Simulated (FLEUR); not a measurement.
# HfB (Fm-3m) in FLEUR: notebook, part 2 of 2

FLEUR MaX-R8.1 (later development tree). The steps go on from the part before.

**4. Band structure, PBE**

inp.xml reads:

```xml
<?xml version="1.0" encoding="UTF-8" standalone="no"?>
<fleurInput fleurInputVersion="0.39">
   <comment>
      HfB                                                                                                 
   </comment>
   <calculationSetup>
      <cutoffs Kmax="4.65" Gmax="14.4" GmaxXC="14.4" numbands="0"/>
      <scfLoop itmax="60" minDistance="0.00001" maxIterBroyd="15" imix="Anderson" alpha="0.05" precondParam="0.0" spinf="2.0" sdNocoIR="T"/>
      <coreElectrons ctail="T" frcor="F" kcrel="0" coretail_lmax="0"/>
      <xcFunctional name="pbe" relativisticCorrections="F"/>
      <magnetism jspins="1"/>
      <soc l_soc="F" theta="0.0" phi="0.0" spav="F"/>
      <expertModes spex="0" secvar="F"/>
      <geometryOptimization l_f="F" forcealpha="1.0" forcemix="BFGS" epsdisp="0.00001" epsforce="0.00001"/>
      <ldaU l_linMix="F" mixParam="0.05" spinf="1.0"/>
   </calculationSetup>
   <cell>
      <bzIntegration valenceElectrons="29.0" mode="hist" fermiSmearingEnergy="0.00183747">
         <kPointListSelection listName="default-1"/>
         <!-- k-points included here -->
         <xi:include xmlns:xi="http://www.w3.org/2001/XInclude" href="kpts.xml"> </xi:include>
      </bzIntegration>
      <!-- symmetry operations included here -->
      <xi:include xmlns:xi="http://www.w3.org/2001/XInclude" href="sym.xml"> </xi:include>
      <bulkLattice scale="1.0">
         <bravaisMatrix>
[... 28 lines left out ...]
            <stateOccupation state="(2p1/2)" spinUp="0.166667" spinDown="0.166667"/>
            <stateOccupation state="(2p3/2)" spinUp="0.333333" spinDown="0.333333"/>
         </electronConfig>
         <energyParameters s="2" p="2" d="3" f="4"/>
         <lo type="SCLO" l="0" n="2" eDeriv="2"/>
         <lo type="SCLO" l="1" n="2" eDeriv="2"/>
         <lo type="SCLO" l="2" n="3" eDeriv="2"/>
      </species>
   </atomSpecies>
   <atomGroups>
      <atomGroup species="Hafnium (Hf)">
         <relPos label="                   1">1.000/2.000 1.000/2.000 1.000/2.000</relPos>
         <force calculate="T" relaxXYZ="TTT"/>
      </atomGroup>
      <atomGroup species="Boron (B)">
         <relPos label="                   2">.0000000000 .0000000000 .0000000000</relPos>
         <force calculate="T" relaxXYZ="TTT"/>
      </atomGroup>
   </atomGroups>
   <output dos="F" band="F" slice="F">
      <checks vchk="F" cdinf="F"/>
      <bandDOS minEnergy="-.5*Htr" maxEnergy="0.5*Htr" sigma="0.015" storeEVData="T"/>
      <vacuumDOS vacdos="F" integ="F" star="F" nstars="0" locx1="0.0" locy1="0.0" locx2="0.0" locy2="0.0" nstm="0" tworkf="0.0"/>
      <unfoldingBand unfoldBand="F" supercellX="1" supercellY="1" supercellZ="1"/>
      <plotting iplot="0" polar="F">
         <plot TwoD="T" vec1="  1.0  0.0  0.0" vec2="  0.0  1.0  0.0" vec3="  0.0  0.0  1.0" zero="  0.0  0.0  0.0" file="plot"/>
      </plotting>
      <chargeDensitySlicing numkpt="0" minEigenval="0.0" maxEigenval="0.0" nnne="0" pallst="F"/>
      <specialOutput eonly="F"/>
      <moessbauerParams electricFieldGradient="T" isomerShift="T" coreHyperfine="T" valenceHyperfine="T"/>
      <magneticCircularDichroism mcd="F" energyLo="-10.0" energyUp="0.0"/>
   </output>
  <!-- We include the file relax.xml here to enable relaxations (see documentation) -->
  <xi:include xmlns:xi="http://www.w3.org/2001/XInclude" href="relax.xml"> <xi:fallback/> </xi:include>
</fleurInput>
```

crystal.txt reads:

```
HfB
&input cartesian=F /
0.0000000000  2.3100000000  2.3100000000
2.3100000000  0.0000000000  2.3100000000
2.3100000000  2.3100000000  0.0000000000
1.8897261246
1.0 1.0 1.0

2
72 0.5000000000  0.5000000000  0.5000000000
5 0.0000000000  0.0000000000  0.0000000000

&kpt div1=10 div2=10 div3=10 gamma=T /
```

inp.xml (bands) reads:

```
<?xml version="1.0" encoding="UTF-8" standalone="no"?>
<fleurInput fleurInputVersion="0.39">
   <comment>
      HfB                                                                                                 
   </comment>
   <calculationSetup>
      <cutoffs Kmax="4.65" Gmax="14.4" GmaxXC="14.4" numbands="0"/>
      <scfLoop itmax="60" minDistance="0.00001" maxIterBroyd="15" imix="Anderson" alpha="0.05" precondParam="0.0" spinf="2.0" sdNocoIR="T"/>
      <coreElectrons ctail="T" frcor="F" kcrel="0" coretail_lmax="0"/>
      <xcFunctional name="pbe" relativisticCorrections="F"/>
      <magnetism jspins="1"/>
      <soc l_soc="F" theta="0.0" phi="0.0" spav="F"/>
      <expertModes spex="0" secvar="F"/>
      <geometryOptimization l_f="F" forcealpha="1.0" forcemix="BFGS" epsdisp="0.00001" epsforce="0.00001"/>
      <ldaU l_linMix="F" mixParam="0.05" spinf="1.0"/>
   </calculationSetup>
   <cell>
      <bzIntegration valenceElectrons="29.0" mode="hist" fermiSmearingEnergy="0.00183747">
         <kPointListSelection listName="path-1"/>
         <!-- k-points included here -->
         <xi:include xmlns:xi="http://www.w3.org/2001/XInclude" href="kpts.xml"> </xi:include>
      </bzIntegration>
      <!-- symmetry operations included here -->
      <xi:include xmlns:xi="http://www.w3.org/2001/XInclude" href="sym.xml"> </xi:include>
      <bulkLattice scale="1.0">
         <bravaisMatrix>
[... 28 lines left out ...]
            <stateOccupation state="(2p1/2)" spinUp="0.166667" spinDown="0.166667"/>
            <stateOccupation state="(2p3/2)" spinUp="0.333333" spinDown="0.333333"/>
         </electronConfig>
         <energyParameters s="2" p="2" d="3" f="4"/>
         <lo type="SCLO" l="0" n="2" eDeriv="2"/>
         <lo type="SCLO" l="1" n="2" eDeriv="2"/>
         <lo type="SCLO" l="2" n="3" eDeriv="2"/>
      </species>
   </atomSpecies>
   <atomGroups>
      <atomGroup species="Hafnium (Hf)">
         <relPos label="                   1">1.000/2.000 1.000/2.000 1.000/2.000</relPos>
         <force calculate="T" relaxXYZ="TTT"/>
      </atomGroup>
      <atomGroup species="Boron (B)">
         <relPos label="                   2">.0000000000 .0000000000 .0000000000</relPos>
         <force calculate="T" relaxXYZ="TTT"/>
      </atomGroup>
   </atomGroups>
   <output dos="F" band="T" slice="F">
      <checks vchk="F" cdinf="F"/>
      <bandDOS minEnergy="-.5*Htr" maxEnergy="0.5*Htr" sigma="0.015" storeEVData="T"/>
      <vacuumDOS vacdos="F" integ="F" star="F" nstars="0" locx1="0.0" locy1="0.0" locx2="0.0" locy2="0.0" nstm="0" tworkf="0.0"/>
      <unfoldingBand unfoldBand="F" supercellX="1" supercellY="1" supercellZ="1"/>
      <plotting iplot="0" polar="F">
         <plot TwoD="T" vec1="  1.0  0.0  0.0" vec2="  0.0  1.0  0.0" vec3="  0.0  0.0  1.0" zero="  0.0  0.0  0.0" file="plot"/>
      </plotting>
      <chargeDensitySlicing numkpt="0" minEigenval="0.0" maxEigenval="0.0" nnne="0" pallst="F"/>
      <specialOutput eonly="F"/>
      <moessbauerParams electricFieldGradient="T" isomerShift="T" coreHyperfine="T" valenceHyperfine="T"/>
      <magneticCircularDichroism mcd="F" energyLo="-10.0" energyUp="0.0"/>
   </output>
  <!-- We include the file relax.xml here to enable relaxations (see documentation) -->
  <xi:include xmlns:xi="http://www.w3.org/2001/XInclude" href="relax.xml"> <xi:fallback/> </xi:include>
</fleurInput>
```

Potentials or basis: all-electron, FLAPW.

Started as:

```bash
> inpgen -f crystal.txt -profile fastHighL
> # inp.xml edited to the form shown
> fleur_MPI
> fleur_MPI   # second run, on inp.xml (bands)
```

Standard output:

```text
Welcome to FLEUR        (www.flapw.de)
      MaX-Release 8.1          (www.max-centre.eu)

 ========== k-point set info ==========
 Selected k-point list: default-1
 k-point list type: mesh
 10 x 10 x 10
 Number of k points: 47

 ------------Calculation Setup---------------------------
 Number of MPI-tasks      :            1
 Number of PE/node        :            1
 Number of OMP-threads    :            1
 Most efficient MPI parallelization for:
           1          47
 Additional eigenvalue parallelization possible
 Number of basis functions:          351
 Approximate size of matrices (H+S) per k-point:         0.002 GB
 --------------------------------------------------------
Nuclear radius smaller than smallest radial mesh point for atom type 2 -- skipping its core isomer shift
Nuclear radius smaller than smallest radial mesh point for atom type 2 -- skipping its isomer shift
 Iteration:     1   Distance:      17.60116630 me/bohr^3
Nuclear radius smaller than smallest radial mesh point for atom type 2 -- skipping its core isomer shift
Nuclear radius smaller than smallest radial mesh point for atom type 2 -- skipping its isomer shift
 Iteration:     2   Distance:      15.37332258 me/bohr^3
Nuclear radius smaller than smallest radial mesh point for atom type 2 -- skipping its core isomer shift
Nuclear radius smaller than smallest radial mesh point for atom type 2 -- skipping its isomer shift
 Iteration:     3   Distance:       6.95035381 me/bohr^3
Nuclear radius smaller than smallest radial mesh point for atom type 2 -- skipping its core isomer shift
Nuclear radius smaller than smallest radial mesh point for atom type 2 -- skipping its isomer shift
 Iteration:     4   Distance:       3.94784636 me/bohr^3
Nuclear radius smaller than smallest radial mesh point for atom type 2 -- skipping its core isomer shift
Nuclear radius smaller than smallest radial mesh point for atom type 2 -- skipping its isomer shift
 Iteration:     5   Distance:       2.96202942 me/bohr^3
Nuclear radius smaller than smallest radial mesh point for atom type 2 -- skipping its core isomer shift
Nuclear radius smaller than smallest radial mesh point for atom type 2 -- skipping its isomer shift
 Iteration:     6   Distance:       0.31172641 me/bohr^3
Nuclear radius smaller than smallest radial mesh point for atom type 2 -- skipping its core isomer shift
Nuclear radius smaller than smallest radial mesh point for atom type 2 -- skipping its isomer shift
 Iteration:     7   Distance:       0.28963500 me/bohr^3
Nuclear radius smaller than smallest radial mesh point for atom type 2 -- skipping its core isomer shift
Nuclear radius smaller than smallest radial mesh point for atom type 2 -- skipping its isomer shift
 Iteration:     8   Distance:       0.07351695 me/bohr^3
Nuclear radius smaller than smallest radial mesh point for atom type 2 -- skipping its core isomer shift
Nuclear radius smaller than smallest radial mesh point for atom type 2 -- skipping its isomer shift
 Iteration:     9   Distance:       0.06464205 me/bohr^3
Nuclear radius smaller than smallest radial mesh point for atom type 2 -- skipping its core isomer shift
Nuclear radius smaller than smallest radial mesh point for atom type 2 -- skipping its isomer shift
 Iteration:    10   Distance:       0.00513817 me/bohr^3
Nuclear radius smaller than smallest radial mesh point for atom type 2 -- skipping its core isomer shift
Nuclear radius smaller than smallest radial mesh point for atom type 2 -- skipping its isomer shift
 Iteration:    11   Distance:       0.00450444 me/bohr^3
Nuclear radius smaller than smallest radial mesh point for atom type 2 -- skipping its core isomer shift
Nuclear radius smaller than smallest radial mesh point for atom type 2 -- skipping its isomer shift
 Iteration:    12   Distance:       0.00109109 me/bohr^3
Nuclear radius smaller than smallest radial mesh point for atom type 2 -- skipping its core isomer shift
Nuclear radius smaller than smallest radial mesh point for atom type 2 -- skipping its isomer shift
 Iteration:    13   Distance:       0.00003573 me/bohr^3
Nuclear radius smaller than smallest radial mesh point for atom type 2 -- skipping its core isomer shift
Nuclear radius smaller than smallest radial mesh point for atom type 2 -- skipping its isomer shift
 Iteration:    14   Distance:       0.00002430 me/bohr^3
Nuclear radius smaller than smallest radial mesh point for atom type 2 -- skipping its core isomer shift
Nuclear radius smaller than smallest radial mesh point for atom type 2 -- skipping its isomer shift
 Iteration:    15   Distance:       0.00000088 me/bohr^3

 ********************************************************************
 Run finished successfully
 Stop message:
   all done
 ********************************************************************
```

Run time: 35 s. Hardware: 1 thread of Arm Neoverse V2, shared host; peak memory 0.07 GiB.

What came out:

```
Free energy                                           : -411509.7847 eV
Band gap along the path                               : none (metal or under the smearing width)
Valence electrons inside the program's atomic spheres : Hf 24.01; B 1.46 (radii Hf 2.5, B 1.55 bohr)
```

Levels at the corners of the path, in eV from the Fermi level:
```
point  band 11  band 12  band 13  band 14  band 15  band 16  band 17  band 18  band 19  band 20
    Γ    -9.77    -9.56     2.18     2.18     2.18     4.05     4.05     4.05     4.20     4.20
    X    -9.80    -6.74    -1.11    -0.91     2.43     2.43     6.22     7.88     7.88     9.42
    W    -9.80    -5.64    -1.32    -1.32    -1.27     5.53     5.53     7.89     8.02    11.18
    K    -9.80    -5.84    -2.15    -1.19     0.30     3.15     6.84     8.00     9.98    10.02
    Γ    -9.77    -9.56     2.18     2.18     2.18     4.05     4.05     4.05     4.20     4.20
    L    -9.77    -5.02    -4.01    -1.39    -1.39     6.51     6.51     7.57     8.52    13.99
    U    -9.80    -5.84    -2.15    -1.19     0.30     3.15     6.84     8.00     9.98    10.02
    W    -9.80    -5.64    -1.32    -1.32    -1.27     5.53     5.53     7.89     8.02    11.18
    L    -9.77    -5.02    -4.01    -1.39    -1.39     6.51     6.51     7.57     8.52    13.99
    K    -9.80    -5.84    -2.15    -1.19     0.30     3.15     6.84     8.00     9.98    10.02
    U    -9.80    -5.84    -2.15    -1.19     0.30     3.15     6.84     8.00     9.98    10.02
    X    -9.80    -6.74    -1.11    -0.91     2.43     2.43     6.22     7.88     7.88     9.42
```

Core levels (eV from the Fermi level):
```
atom                                                                                                                                                                                                          levels
1 Hf  1s1/2 -65194.7, 2s1/2 -11136.6, 2p1/2 -10634.9, 2p3/2 -9442.9, 3s1/2 -2532.1, 3p1/2 -2310.0, 3p3/2 -2054.5, 4s1/2 -504.6, 3d3/2 -1678.9, 3d5/2 -1623.2, 4p1/2 -413.6, 4p3/2 -355.1, 4d3/2 -205.7, 4d5/2 -195.0
 2 B                                                                                                                                                                                                    1s1/2 -171.4
```

Caveat: spin-orbit coupling is left out, which moves the levels of the heavy elements.
